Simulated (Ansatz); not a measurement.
# HOTi: the cost of one run

Method: def2-QZVPP, core rule «outside noble gas», up to 10 orbitals frozen; program: Ansatz 0.2.0, Gaussian basis.

To be run: UHF; ROHF; CCSD(T) on UHF.

2 further runs of the same task are left out: 2 set aside as unsound or not needed.

## (1) What is computed

The geometry is a PBE0/def2-TZVP stationary point (not a proven minimum).

3 atoms, charge 0, spin multiplicity 2.

Atoms are counted from 1 here; the program's logs count them from 0.

Bond lengths: Ti1–O2 1.607 Å, Ti1–H3 1.793 Å. Angles: O2–Ti1–H3 119.4°.

## (2) UHF

in.yaml reads:

```yaml
crystal:
  periodic: [false, false, false]
  atoms:
    - {symbol: Ti, position_ang: [0.000000, -0.075060, 0.375924]}
    - {symbol: O, position_ang: [0.000000, 0.139135, -1.216428]}
    - {symbol: H, position_ang: [0.000000, 1.356032, 1.456176]}
basis:
  gaussian: {orbitals: "def2-QZVPP.json"}
magnetization: {spin_polarized: true, initial_magnetization: 1}
hamiltonian: {xc: hf}
output: {orbitals: {seedname: orbitals}}
```

The run is started by

```console
> ansatz run in.yaml --threads 1 --pin off --events-out ev --progress --plain --max-ram 2560MiB --backend cpu
```

**Question.** How long does this run take on 1 thread of AMD EPYC 7R13, shared host, and how much memory does it need?

About 34 s, with a peak of 0.49 GiB.
